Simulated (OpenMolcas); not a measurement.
**doublet BCl2F+ at 6 levels**

Aim: a comparison of 6 runs (UHF/6-311+G**, U-r2SCAN/6-311+G**, UB3LYP/6-311+G**, UM06-2X/6-311+G**, USVWN5/6-311+G**, ROMP2/6-311+G**) of doublet BCl2F+. 

The calculation is run with OpenMolcas 26.06.

1 further run of the same task is left out (set aside as unsound or not needed).

**1. The molecule**

BCl2F+ has 4 atoms, charge +1, and is taken as a doublet. As SMILES of the parent species, `FB(Cl)Cl`. The shape is that of a PBE0-D4/def2-TZVP optimisation. That shape belongs to the parent species and isn't relaxed for this state.

Bond lengths: F1–B2 1.310 Å, B2–Cl3 1.739 Å, B2–Cl4 1.739 Å. Angles: F1–B2–Cl3 119.3°, F1–B2–Cl4 119.3°, Cl3–B2–Cl4 121.5°.

**2. A single-point energy at UHF/6-311+G(d,p) (run 1)**

File mol.xyz:

```xyz
4

F      0.114370    -1.165320    -0.781190
B      0.007910    -0.080610    -0.054040
Cl    -1.549540     0.373780     0.571420
Cl     1.427260     0.872140     0.263810
```

File run.inp:

```
>>> EXPORT MOLCAS_PRINT=2

&GATEWAY
  BasLib = $CurrDir
  Coord = mol.xyz
  Basis = 6-311pGss
  Group = NoSym

&SEWARD

&SCF
  UHF
  Charge = 1
  Spin = 2
  Thresholds = 1e-10 1e-07 1e-07 1e-05
  PrOrbitals = 0
```

The basis set 6-311+G** is read from a file made from the Basis Set Exchange's data (not shown).

Started as:

```
$ export MOLCAS_MEM=1860
$ pymolcas run.inp > run.log
```

The program printed:

```text
--- Start Module: gateway ---
[...]
--- Stop Module: gateway /rc=_RC_ALL_IS_WELL_ ---
--- Start Module: seward ---
[...]
      Basis functions          104
--- Stop Module: seward /rc=_RC_ALL_IS_WELL_ ---
[...]
--- Start Module: scf ---
[...]
       Convergence after  51 Iterations
[...]
::    Total SCF energy                              -1042.8704134323
[...]
      Total spin, S                                     0.5395601140
[...]
      Total electronic charge=   47.000000
      Total            charge=    1.000000
[...]
      Dipole Moment (debye):
      Origin of the operator (angstrom)=   -0.0202    0.2055    0.1378
                   X= -1.9049E-01               Y=  1.9411E+00               Z=  1.3013E+00           Total=  2.3447E+00
      Center of Charge (angstrom)
[...]
--- Stop Module: scf /rc=_RC_ALL_IS_WELL_ ---
[...]
```

It took 29 s on 1 thread of Arm Neoverse V2, shared host; peak memory 0.59 GiB.

**3. The energy at U-r2SCAN/6-311+G(d,p) (run 2)**

File mol.input:

```
>>> EXPORT MOLCAS_PRINT=2
&GATEWAY
BasLib
$CurrDir
Coord
4
angstrom
F        0.114370      -1.165320      -0.781190
B        0.007910      -0.080610      -0.054040
Cl      -1.549540       0.373780       0.571420
Cl       1.427260       0.872140       0.263810
Basis
6-311pGss
Group
NoSym
&SEWARD
GridInput
Grid=UltraFine
End of Grid
&SCF
UHF
Charge
1
Spin
2
KSDFT
2
1.0 MGGA_X_R2SCAN
1.0 MGGA_C_R2SCAN
Thresholds
1e-10 1e-07 1e-07 1e-05
PrOrbitals
1 1
```

The basis set 6-311+G** is read from a file made from the Basis Set Exchange's data (not shown).

Started as:

```
$ export MOLCAS_MEM=1860
$ pymolcas mol.input > mol.log
```

The program printed:

```text
--- Start Module: gateway ---
[...]
--- Stop Module: gateway /rc=_RC_ALL_IS_WELL_ ---
--- Start Module: seward ---
[...]
      Basis functions          104
--- Stop Module: seward /rc=_RC_ALL_IS_WELL_ ---
[...]
--- Start Module: scf ---
[...]
       Convergence after  23 Iterations
[...]
::    Total KS-DFT energy                           -1044.7442764434
[...]
      Total spin, S                                     0.5017826709
[...]
      Total electronic charge=   47.000000
      Total            charge=    1.000000
[...]
      Dipole Moment (debye):
      Origin of the operator (angstrom)=   -0.0202    0.2055    0.1378
                   X= -1.2664E-01               Y=  1.2903E+00               Z=  8.6497E-01           Total=  1.5586E+00
      Center of Charge (angstrom)
[...]
--- Stop Module: scf /rc=_RC_ALL_IS_WELL_ ---
[...]
```

Run time: 65 s. Hardware: 1 thread of Arm Neoverse V2, shared host; peak memory 0.59 GiB.

Runs 3 to 4 aren't shown in full; the table further down has their settings and results.

**4. A single-point energy at USVWN5/6-311+G(d,p) (run 5)**

File test.input:

```
>>> EXPORT MOLCAS_PRINT=2
&gateway
baslib
$CurrDir
basisset
F.6-311pGss....
F1 0.114370 -1.165320 -0.781190 angstrom
End of Basis
basisset
B.6-311pGss....
B2 0.007910 -0.080610 -0.054040 angstrom
End of Basis
basisset
Cl.6-311pGss....
Cl3 -1.549540 0.373780 0.571420 angstrom
Cl4 1.427260 0.872140 0.263810 angstrom
End of Basis
&seward
gridinput
Grid=UltraFine
End of Grid
&scf
uhf
charge
1
spin
2
ksdft
SVWN5
thresholds
1e-10 1e-07 1e-07 1e-05
prorbitals
1 1
```

The basis set 6-311+G** is read from a file made from the Basis Set Exchange's data (not shown).

Started as:

```
$ export MOLCAS_MEM=1860
$ pymolcas test.input > test.log
```

The program printed:

```text
--- Start Module: gateway ---
[...]
--- Stop Module: gateway /rc=_RC_ALL_IS_WELL_ ---
--- Start Module: seward ---
[...]
      Basis functions          104
--- Stop Module: seward /rc=_RC_ALL_IS_WELL_ ---
[...]
--- Start Module: scf ---
[...]
       Convergence after  20 Iterations
[...]
::    Total KS-DFT energy                           -1041.0120934347
[...]
      Total spin, S                                     0.5005505083
[...]
      Total electronic charge=   47.000000
      Total            charge=    1.000000
[...]
      Dipole Moment (debye):
      Origin of the operator (angstrom)=   -0.0202    0.2055    0.1378
                   X= -1.2241E-01               Y=  1.2472E+00               Z=  8.3609E-01           Total=  1.5065E+00
      Center of Charge (angstrom)
[...]
--- Stop Module: scf /rc=_RC_ALL_IS_WELL_ ---
[...]
```

Run time: 25 s. Hardware: 1 thread of Arm Neoverse V2, shared host; peak memory 0.59 GiB.

**5. The energy at ROMP2/6-311+G(d,p) (run 6)**

File coord.xyz:

```xyz
4

F      0.114370    -1.165320    -0.781190
B      0.007910    -0.080610    -0.054040
Cl    -1.549540     0.373780     0.571420
Cl     1.427260     0.872140     0.263810
```

File calc.inp:

```
&GATEWAY
  BasLib=$CurrDir
  Coord=coord.xyz
  Basis=6-311pGss
  Group=NoSym

&SEWARD

&SCF
  UHF
  Charge=1
  Spin=2
  Thresholds=1e-10 1e-07 1e-07 1e-05
  PrOrbitals=1 2

&RASSCF
  FileOrb=$Project.UnaOrb
  Spin=2
  Nactel=1 0 0
  Inactive=23
  Ras2=1
  OutOrbitals=Canonical
  OrbListing=NoCore

&CASPT2
  IPEA=0.0
  Frozen=12
```

The basis set 6-311+G** is read from a file made from the Basis Set Exchange's data (not shown).

Started as:

```
$ export MOLCAS_MEM=1860
$ pymolcas calc.inp > calc.log
```

The program printed:

```text
--- Start Module: gateway ---
[...]
--- Stop Module: gateway /rc=_RC_ALL_IS_WELL_ ---
[...]
      Basis functions          104
[...]
       Convergence after  51 Iterations
[...]
::    Total SCF energy                              -1042.8704134323
[...]
      Total spin, S                                     0.5395601140
[...]
--- Start Module: rasscf ---
[...]
      Number of active orbitals                  1
[...]
      Spin quantum number                      0.5
[...]
      Active orbitals                            1
[...]
      Number of CSFs                             1
[...]
      Number of root(s) required                 1
[...]
      Convergence after 10 iterations
[...]
      printout of CI-coefficients larger than  0.05 for root  1
      energy=   -1042.857254
      conf/sym  1     Coeff  Weight
             1  u   1.00000 1.00000
      Natural orbitals and occupation numbers for root  1
      sym 1:   1.000000
      ************************************************************************************************************************
      *                                                    Final results                                                     *
[...]
::    RASSCF root number  1 Total energy:  -1042.85725357
[...]
      Total electronic charge=   47.000000
      Total            charge=    1.000000
[...]
      Dipole Moment (debye):
      Origin of the operator (angstrom)=   -0.0202    0.2055    0.1378
                   X= -1.7772E-01               Y=  1.8123E+00               Z=  1.2148E+00           Total=  2.1890E+00
      Center of Charge (angstrom)
[...]
--- Stop Module: rasscf /rc=_RC_ALL_IS_WELL_ ---
[...]
--- Start Module: caspt2 ---
[...]
      E2 (Variational):          -0.5854911549
      Total energy:           -1043.4427447254
[...]
      Reference weight:           0.83298
[...]
::    CASPT2 Root  1     Total energy:  -1043.44274473
[...]
```

Run time: 37 s. Hardware: 1 thread of Arm Neoverse V2, shared host; peak memory 0.59 GiB.

**6. All runs side by side**

| run | level | integration grid | frozen core orbitals | energy (Eh) | HOMO energy (eV) | LUMO energy (eV) | ⟨S²⟩ | wall time |
| --- | --- | --- | --- | --- | --- | --- | --- | --- |
| 1 | UHF/6-311+G** | – | – | -1042.870413 | -17.96 | -11.21 | 0.831 | 29 s |
| 2 | U-r2SCAN/6-311+G** | UltraFine | – | -1044.744276 | -15.85 | -15.05 | 0.754 | 65 s |
| 3 | UB3LYP/6-311+G** | UltraFine | – | -1044.889671 | -16.52 | -14.53 | 0.754 | 41 s |
| 4 | UM06-2X/6-311+G** | UltraFine | – | -1044.775160 | -17.65 | -13.78 | 0.757 | 58 s |
| 5 | USVWN5/6-311+G** | UltraFine | – | -1041.012093 | -15.58 | -15.22 | 0.751 | 25 s |
| 6 | ROMP2/6-311+G** | – | 12 | -1043.442745 | – | – | – | 37 s |

**7. Results**

| quantity | value |
| --- | --- |
| run 6: total energy | -1043.44274 Eh |

What this shows: Totals of different functionals can't be ranked against each other. All runs together took 4.2 min, the longest 65 s.
